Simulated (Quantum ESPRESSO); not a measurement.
The system is AlSn.

```
CELL_PARAMETERS angstrom
4.19811 0.00000 0.00000
-2.09905 3.63567 0.00000
0.00000 0.00000 3.30685
ATOMIC_POSITIONS crystal
Sn 0.33333 0.66667 0.50000
Al 0.00000 0.00000 0.00000
```

The cell comes from a database or a generator and needn't be the stable form of this composition.

A run of Quantum ESPRESSO 7.5 on this cell left the log below. Logs are shortened: lines on timing, memory, paths and dates and some standing lists are left out, and cuts for length are marked.

```text
This program is part of the open-source Quantum ESPRESSO suite
     for quantum simulation of materials; please cite
[... 6 lines left out ...]
     using ibrav=0 with symmetry is DISCOURAGED, use correct ibrav instead

     K-points division:     npool     =       2
     Subspace diagonalization in iterative solution of the eigenvalue problem:
     a serial algorithm will be used

     G-vector sticks info
     --------------------
     sticks:   dense  smooth     PW     G-vecs:    dense   smooth      PW
     Sum        2713    1369    385                90049    31715    4987

     Using Slab Decomposition

     bravais-lattice index     =            0
     lattice parameter (alat)  =       7.9333  a.u.
     unit-cell volume          =     340.6027 (a.u.)^3
     number of atoms/cell      =            2
     number of atomic types    =            2
     number of electrons       =        17.00
     number of Kohn-Sham states=           15
     kinetic-energy cutoff     =      78.0000  Ry
     charge density cutoff     =     626.0000  Ry
     scf convergence threshold =      4.0E-10
     mixing beta               =       0.5000
     number of iterations used =            8  plain     mixing
     energy convergence thresh.=      1.0E-05
     force convergence thresh. =      4.0E-04
     press convergence thresh. =      3.0E-01
     Exchange-correlation= SLA  PW   PSX  PSC
                           (   1   4  10   8   0   0   0)
     nstep                     =           40

     celldm(1)=   7.933270  celldm(2)=   0.000000  celldm(3)=   0.000000
     celldm(4)=   0.000000  celldm(5)=   0.000000  celldm(6)=   0.000000

     crystal axes: (cart. coord. in units of alat)
               a(1) = (   1.000000   0.000000   0.000000 )
               a(2) = (  -0.500000   0.866025   0.000000 )
               a(3) = (   0.000000   0.000000   0.787700 )

     reciprocal axes: (cart. coord. in units 2 pi/alat)
               b(1) = (  1.000000  0.577350 -0.000000 )
               b(2) = (  0.000000  1.154701  0.000000 )
               b(3) = (  0.000000 -0.000000  1.269519 )

[... 384 lines left out ...]
     Energy error            =      2.1E-03 Ry
     Gradient error          =      0.0E+00 Ry/Bohr
     Cell gradient error     =      4.2E+01 kbar

     number of scf cycles    =   1
     number of bfgs steps    =   0

     enthalpy           new  =    -165.5112009382 Ry

     new trust radius        =       0.0261871561 bohr
     new conv_thr            =       0.0000000004 Ry

     new unit-cell volume =    333.48997 a.u.^3 (    49.41811 Ang^3 )
     density =      4.89550 g/cm^3

CELL_PARAMETERS (angstrom)
   4.168321297   0.000000000  -0.000000000
  -2.084160648   3.609872134   0.000000000
   0.000000000   0.000000000   3.284226978

ATOMIC_POSITIONS (angstrom)
Sn              -0.0000000002        2.4065814228        1.6421134892
Al               0.0000000000        0.0000000000        0.0000000000

     NEW-OLD atomic charge density approx. for the potential
     New effective cutoffs (rho, wfc):  634.85   79.11

     Self-consistent Calculation

     iteration #  1     ecut=    78.00 Ry     beta= 0.50
     Davidson diagonalization with overlap
     ethr =  1.00E-06,  avg # of iterations =  4.2

     total energy              =    -165.55826787 Ry
     estimated scf accuracy    <       0.00003279 Ry

[... 44 further cycles ...]
     iteration #  2     ecut=    78.00 Ry     beta= 0.50
     Davidson diagonalization with overlap
     ethr =  6.42E-03,  avg # of iterations =  2.0

     total energy              =    -165.55483499 Ry
     estimated scf accuracy    <       0.02995398 Ry
[... 57 lines left out ...]
     iteration # 11     ecut=    78.00 Ry     beta= 0.50
     Davidson diagonalization with overlap
     ethr =  1.59E-12,  avg # of iterations =  2.0

     End of self-consistent calculation

          k = 0.0000 0.0000 0.0000 (  3665 PWs)   bands (ev):

   -12.6990 -12.5717 -12.5717 -12.5486 -12.5486  -2.2903   8.5098   8.5098
     9.9037  11.1880  11.9142  11.9142  13.8179  14.9923  20.9323
[... 13 lines left out ...]
   -12.6150 -12.6150 -12.5628 -12.5628 -12.5207  -0.2577   3.6594  10.5547
    10.5547  11.7410  13.0540  13.0540  14.7728  15.3452  15.3452

          k =-0.0000-0.0000-0.6451 (  3714 PWs)   bands (ev):

   -12.6264 -12.6264 -12.5614 -12.5614 -12.4900   0.8842   2.0616  11.5934
    11.5934  12.4728  12.4728  12.9496  13.3006  15.6187  15.6187

          k = 0.0000 0.1698 0.0000 (  3679 PWs)   bands (ev):
[... 171 lines left out ...]
   -12.6423 -12.6361 -12.5546 -12.5434 -12.4718   3.0646   4.4895   5.4850
     6.3953   7.8136   8.8858  16.1577  16.6873  17.7118  18.2144

     the Fermi energy is     8.6696 ev

!    total energy              =    -165.55746464 Ry
     estimated scf accuracy    <          2.4E-12 Ry
     smearing contrib. (-TS)   =      -0.00030478 Ry
     internal energy E=F+TS    =    -165.55715986 Ry

     The total energy is F=E-TS. E is the sum of the following terms:
     one-electron contribution =     -71.23559627 Ry
     hartree contribution      =      46.38304028 Ry
     xc contribution           =     -46.79792266 Ry
     ewald contribution        =     -93.90668121 Ry

     convergence has been achieved in  11 iterations

     Forces acting on atoms (cartesian axes, Ry/au):

     atom    1 type  1   force =     0.00000000    0.00000000    0.00000000
     atom    2 type  2   force =     0.00000000    0.00000000    0.00000000

     Total force =     0.000000     Total SCF correction =     0.000000

     Computing stress (Cartesian axis) and pressure

          total   stress  (Ry/bohr**3)                   (kbar)     P=       19.02
   0.00012863  -0.00000000   0.00000000           18.92       -0.00        0.00
  -0.00000000   0.00012863  -0.00000000           -0.00       18.92       -0.00
  -0.00000000   0.00000000   0.00013071           -0.00        0.00       19.23

=------------------------------------------------------------------------------=
   JOB DONE.
=------------------------------------------------------------------------------=
```

What input gives this log?

Relaxation of cell and atoms with PBEsol, no spin polarisation. The files as run (others can give the same):

pw.in
```
&CONTROL
  calculation = 'vc-relax'
  prefix = 'pwscf'
  outdir = './tmp'
  pseudo_dir = './pseudo'
  tprnfor = .true.
  tstress = .true.
  disk_io = 'low'
  nstep = 40
  forc_conv_thr = 0.0004
  etot_conv_thr = 1d-05
/
&SYSTEM
  ibrav = 0
  nat = 2
  ntyp = 2
  ecutwfc = 78
  ecutrho = 626
  nbnd = 15
  occupations = 'smearing'
  smearing = 'fd'
  degauss = 0.00367493
/
&ELECTRONS
  conv_thr = 4d-10
  electron_maxstep = 120
  mixing_beta = 0.5
/
&IONS
  ion_dynamics = 'bfgs'
/
&CELL
  cell_dynamics = 'bfgs'
  press = 20
  press_conv_thr = 0.3
/
ATOMIC_SPECIES
Sn   118.7100 sn_pbesol_v1.4.uspp.F.UPF
Al    26.9815 al_pbesol_v1.uspp.F.UPF
CELL_PARAMETERS angstrom
   4.1981056157    0.0000000000    0.0000000000
  -2.0990528078    3.6356661109    0.0000000000
   0.0000000000    0.0000000000    3.3068470000
ATOMIC_POSITIONS angstrom
Sn    -0.0000000002    2.4237774074    1.6534235000
Al     0.0000000000    0.0000000000    0.0000000000
K_POINTS automatic
7 7 8 0 0 0
```

Potentials or basis: GBRV 1.5 PBEsol.
Command:
```sh
$ OMP_NUM_THREADS=1 mpirun -n 2 pw.x -nk 2 -in pw.in > pw.out
```
